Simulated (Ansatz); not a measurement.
## Cu3O2: single point with PBE0

Cu3O2:

```xyz
5
Lattice="-2.0230 2.0230 3.6736 2.0230 -2.0230 3.6736 2.0230 2.0230 -3.6736" Properties=species:S:1:pos:R:3 pbc="T T T"
Cu    0.0000    0.0000    0.0000
Cu    0.0000    2.0230    1.8368
Cu    2.0230    0.0000    1.8368
O     0.0000    2.0230    0.0000
O     2.0230    0.0000    0.0000
```

The cell comes from a database or a generator and needn't be the stable form of this composition.

```
Program             : Ansatz 0.2.0
Task                : single point
Functional          : PBE0
Potentials or basis : Ansatz PAW
Cutoff              : 420 eV (not typed: the program's choice for these potentials)
k mesh              : 6 × 6 × 6
Occupations         : fermi-dirac, width 0.05 eV
Spin                : no spin polarisation
```

```json
{"Pressure": "-2.4 GPa", "Band gap on the k mesh": "none (metal or under the smearing width)"}
```

Stress tensor (GPa, compression positive):
```
-1.33  0.00  0.00
 0.00 -1.33  0.00
 0.00  0.00 -4.41
```

Levels at points of the mesh, in eV from the Fermi level:
| k point | band 32 | band 33 | band 34 | band 35 | band 36 | band 37 |
| --- | --- | --- | --- | --- | --- | --- |
| (0.00, 0.00, 0.00) | -2.79 | -2.08 | -2.08 | 0.81 | 1.88 | 6.64 |
| (0.00, 0.00, -0.50) | -1.76 | -1.58 | -0.93 | 1.57 | 2.19 | 5.04 |
| (0.00, -0.50, 0.00) | -2.38 | -2.01 | -1.89 | -0.57 | 4.30 | 4.81 |
| (-0.50, -0.50, -0.50) | -2.98 | -1.90 | -1.38 | -1.38 | 4.95 | 6.49 |

It took 60 s on 1 × NVIDIA H100 80GB HBM3 with 2 threads of AMD EPYC 7R13 Processor (Zen 3), on a shared host, peak memory 3 GiB.

Caveat: the k mesh is coarse (spacing up to 0.37 Å⁻¹), so the values aren't converged, least of all with exact exchange; the pressure holds a Pulay correction of +0.5 GPa for the finite cutoff; an odd number of electrons without spin polarisation forces a metal; a magnetic or distorted state may lie lower; the run has no spin polarisation, though such a crystal can be magnetic; the PAW data sets come from PBE, with cores solved anew for the run's functional, which leaves a small shift of forces and pressure; the thresholds are loose for stress.
